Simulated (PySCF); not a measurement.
# C₄H₁₀BF₃N₂: geometry, NMR shifts and electronic excitations

Aim: predict the NMR shifts and electronic excitations of C₄H₁₀BF₃N₂ (`CC(C)(B(N)N)C(F)(F)F`).

Programs: PySCF 2.14.0, with density-fitted response routines of our own. Each step states its level of theory. These are calculated values for one molecule in the gas phase, unless marked as measured. Atoms count from 0, in the outputs and in this text.

## Step 1: The molecule as given

20 atoms, charge 0, multiplicity 1; geometry from: GFN2-xTB.

Bonds of the start (Å): C0–C1 1.54, C1–C2 1.54, C1–B3 1.63, B3–N4 1.40, B3–N5 1.40, C1–C6 1.52, C6–F7 1.35, C6–F8 1.35, C6–F9 1.35, C0–H10 1.09, C0–H11 1.09, C0–H12 1.09, C2–H13 1.09, C2–H14 1.09, C2–H15 1.09, N4–H16 1.00, N4–H17 1.00, N5–H18 1.00, N5–H19 1.00.

## Step 2: Relaxing the molecule at PBE0-D3(BJ)/def2-SVP

The job: settings as JSON, then the geometry in Å.

```
{"job": {"xc": "PBE0", "basis": "def2-SVP", "d3": "d3bj", "grid": 1, "kind": "geom"}, "charge": 0, "multiplicity": 1}
C     -1.034904    -0.773399    -1.184753
C     -0.422327     0.097790    -0.077657
C     -1.362269     0.102618     1.135977
B      1.090226    -0.393214     0.282467
N      1.407397    -0.809926     1.578534
N      2.058182    -0.433421    -0.725602
C     -0.366590     1.527225    -0.594956
F      0.203076     2.377179     0.280832
F      0.335293     1.659810    -1.738715
F     -1.580714     2.049377    -0.866689
H     -0.422109    -0.750159    -2.082180
H     -1.098652    -1.801465    -0.839545
H     -2.035664    -0.426104    -1.439244
H     -1.441564    -0.902453     1.541251
H     -2.358722     0.435500     0.848331
H     -0.988534     0.770626     1.908955
H      0.766773    -0.791692     2.349173
H      2.327773    -1.116819     1.837938
H      1.909165    -0.101099    -1.660247
H      3.009017    -0.709696    -0.556907
```

**Question.** This job is followed by: GIAO PBE0/pcSseg-1 NMR shielding, non-relativistic, gas phase; TDDFT CAM-B3LYP/def2-SVPD, vertical, gas phase, core orbitals frozen in the response; GIAO KT3/pcSseg-1 NMR shielding, non-relativistic, gas phase. What will the session give for the following? point group; rotational constants (main isotopes); ¹³C shifts against TMS (PBE0/pcSseg-1, means over atoms taken as alike); ¹H shifts against TMS (PBE0/pcSseg-1, means over atoms taken as alike); ¹¹B shifts against BF3·OEt2 (PBE0/pcSseg-1); ¹⁵N shifts against NH3 (PBE0/pcSseg-1, means over atoms taken as alike); ¹⁹F shifts against CFCl3 (PBE0/pcSseg-1, means over atoms taken as alike); lowest singlet (CAM-B3LYP/def2-SVPD); brightest single state of those computed; lowest triplet; vertical ionisation energy (ΔSCF); range of the shift of F7.

**Answer**, as computed:

| quantity | value |
| --- | --- |
| point group | C1 |
| rotational constants (main isotopes) | 1.75, 1.12, 1.00 GHz |
| ¹³C shifts against TMS (PBE0/pcSseg-1, means over atoms taken as alike) | 136.8, 30.2, 21.1 ppm |
| ¹H shifts against TMS (PBE0/pcSseg-1, means over atoms taken as alike) | 2.28, 1.10 ppm |
| ¹¹B shifts against BF3·OEt2 (PBE0/pcSseg-1) | 28.2 ppm |
| ¹⁵N shifts against NH3 (PBE0/pcSseg-1, means over atoms taken as alike) | 65.4 ppm |
| ¹⁹F shifts against CFCl3 (PBE0/pcSseg-1, means over atoms taken as alike) | -88.1 ppm |
| lowest singlet (CAM-B3LYP/def2-SVPD) | 6.23 eV (199 nm), f = 0.000 |
| brightest single state of those computed | state 4, 7.90 eV, f = 0.177 |
| lowest triplet | 6.01 eV |
| vertical ionisation energy (ΔSCF) | 9.47 eV |
| range of the shift of F7 | -106.3 to -88.1 ppm |

In words: The optimisation took 8 steps and gained 0.064 eV; among the close pairs (by a distance rule), B3–N4 changed most, from 1.398 to 1.413 Å. At PBE0/pcSseg-1: The largest span, 165 ppm, is at F7, F8, F9, where the paramagnetic term is -210 ppm. The lowest singlet, at 6.23 eV, is HOMO→LUMO 0.91 and is dark; of the 10 states computed, the strongest absorption comes from state 4 at 7.90 eV. The lowest triplet lies 0.21 eV below the lowest singlet (triplets in Tamm-Dancoff, singlets in full TDDFT). The orbital energy would give 8.62 eV for ionisation, ΔSCF gives 9.47 eV. Across the 2 runs the shift of F7 (with its like atoms) moves most, between -106.3 (KT3/pcSseg-1) and -88.1 ppm (PBE0/pcSseg-1).
